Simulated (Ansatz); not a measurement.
# C2H5BGaN: one species, many methods

Aim: compute C2H5BGaN with functionals from several rungs and with coupled cluster. The yardstick is the atomisation energy at the CCSD(T) limit.

The runs use Ansatz 0.2.0, Gaussian basis; functionals in def2-TZVPP, the program's frozen cores in correlated methods.

Plan: LDA (SPW92), PBE-D4, revPBE-D4, BLYP-D4, r2SCAN-D4, B97M-V, PBE0-D4, B3LYP-D4, r2SCANh-D4, r2SCAN0-D4, HSE06-D4, BHLYP-D4, CAM-B3LYP-D4, LC-ωPBE, ωB97X-V, ωB97M-V, B2PLYP, PBE-QIDH; CCSD(T)/def2-SVP; CCSD(T)/def2-TZVPP; MP2/def2-QZVPP; extrapolation to the limit; RPA on PBE.

**1. Structure used throughout**

An earlier PBE0-D4 in a triple-zeta def2 set relaxation fixed the geometry.

SMILES `N#CC[BH][GaH2]`, 10 atoms, charge 0, spin multiplicity 1.

Atoms are counted from 1 here; the program's logs count them from 0.

Bond lengths: N1–C2 1.151 Å, C2–C3 1.449 Å, C3–B4 1.578 Å, C3–H6 1.098 Å, C3–H7 1.098 Å, B4–Ga5 2.082 Å, B4–H8 1.200 Å, Ga5–H9 1.572 Å, Ga5–H10 1.572 Å. Angles: N1–C2–C3 176.0°, C2–C3–B4 114.5°, C2–C3–H6 110.0°, C2–C3–H7 110.0°, B4–C3–H6 108.7°, B4–C3–H7 108.5°, H6–C3–H7 104.7°, C3–B4–Ga5 122.7°, C3–B4–H8 114.3°, Ga5–B4–H8 123.0°, B4–Ga5–H9 121.4°, B4–Ga5–H10 121.4°, H9–Ga5–H10 117.2°.

Geometry (Å):

```
atom     x (Å)     y (Å)     z (Å)
  N1   0.69240  -0.03352   2.49313
  C2   0.59022  -0.60059   1.49695
  C3   0.42445  -1.22868   0.20195
  B4  -0.16828  -0.28333  -0.91412
 Ga5  -0.66502   1.70665  -0.55702
  H6  -0.22047  -2.11303   0.29336
  H7   1.38777  -1.62238  -0.14977
  H8  -0.30670  -0.80932  -1.98371
  H9  -2.11012   2.12123  -0.09775
 H10   0.37576   2.86297  -0.78300
```

**2. LDA**

This LDA is Slater exchange with PW92 correlation.

Contents of in.yaml:

```yaml
crystal:
  periodic: [false, false, false]
  atoms:
    - {symbol: N, position_ang: [0.692397, -0.033522, 2.493125]}
    - {symbol: C, position_ang: [0.590222, -0.600589, 1.496948]}
    - {symbol: C, position_ang: [0.424448, -1.228679, 0.201947]}
    - {symbol: B, position_ang: [-0.168285, -0.283331, -0.914124]}
    - {symbol: Ga, position_ang: [-0.665015, 1.706654, -0.557018]}
    - {symbol: H, position_ang: [-0.220474, -2.113032, 0.293363]}
    - {symbol: H, position_ang: [1.387770, -1.622385, -0.149768]}
    - {symbol: H, position_ang: [-0.306696, -0.809320, -1.983715]}
    - {symbol: H, position_ang: [-2.110118, 2.121232, -0.097755]}
    - {symbol: H, position_ang: [0.375761, 2.862973, -0.783001]}
basis:
  gaussian: {orbitals: def2-TZVPP}
hamiltonian: {xc: lda}
output: {orbitals: {seedname: orbitals}}
```

Launch:

```console
$ ansatz run in.yaml --threads 4 --pin off --events-out ev --progress --plain --max-ram 10444MiB
```

Further steps of the session: PBE-D4 (GGA); revPBE-D4 (GGA); BLYP-D4 (GGA); r2SCAN-D4 (meta-GGA); B97M-V (meta-GGA); PBE0-D4 (hybrid); B3LYP-D4 (hybrid); r2SCANh-D4 (hybrid); r2SCAN0-D4 (hybrid); HSE06-D4 (hybrid); BHLYP-D4 (hybrid); CAM-B3LYP-D4 (range-separated); LC-ωPBE (range-separated); ωB97X-V (range-separated); ωB97M-V (range-separated); B2PLYP (double hybrid); PBE-QIDH (double hybrid); CCSD(T) in def2-SVP; CCSD(T) in def2-TZVPP; MP2 in def2-QZVPP; RPA on PBE orbitals.

Q: Predict the results of all the runs planned. Wanted: atomisation energy, CCSD(T)/CBS; farthest beyond LDA; mean size of error, GGA; mean size of error, meta-GGA; mean size of error, hybrid; mean size of error, range-separated; mean size of error, double hybrid; gap, smallest and largest; T1 diagnostic.

**Answer**, as computed:

| quantity | value |
| --- | --- |
| atomisation energy, CCSD(T)/CBS | 3626.1 kJ/mol |
| functionals within 36.3 kJ/mol (1.0 %) | revPBE-D4, BLYP-D4, r2SCAN-D4, PBE0-D4, B3LYP-D4, r2SCANh-D4, CAM-B3LYP-D4, LC-ωPBE, ωB97X-V, ωB97M-V, B2PLYP, PBE-QIDH |
| farthest beyond LDA | PBE-D4 (+110.2 kJ/mol) |
| mean size of error, GGA | 48.9 kJ/mol |
| mean size of error, meta-GGA | 31.7 kJ/mol |
| mean size of error, hybrid | 37.3 kJ/mol |
| mean size of error, range-separated | 27.7 kJ/mol |
| mean size of error, double hybrid | 9.7 kJ/mol |
| gap, smallest and largest | 3.18 eV (LDA (SPW92)), 10.46 eV (LC-ωPBE) |
| T1 diagnostic | 0.0139 |
| triples share of the correlation energy | 4.3 % |

The LDA atomisation energy is off by 545.3 kJ/mol (15 %): it overbinds. PBE-D4 misses by +110.2 kJ/mol. Double hybrids carry the basis error of their MP2 part in triple zeta, and no dispersion term here, so their miss is partly the set-up's. The rungs double hybrid, range-separated, meta-GGA miss on average by less than the doubt on the reference (36.3 kJ/mol), so they tie. Misses under about 36.3 kJ/mol are within the doubt on the reference itself, which lacks core-valence correlation, relativity and higher excitations, and its outer-core shells are covered unevenly. Hartree-Fock recovers 72 % of the binding; the rest is correlation. CCSD(T) in def2-SVP is off by -164.4 kJ/mol, worse than the median functional, from the basis alone. The gap grows from 3.2 to 10.5 eV across the functionals, mostly with the share of exact exchange. Correlated methods include outer-core shells of Ga, which these sets cover unevenly.
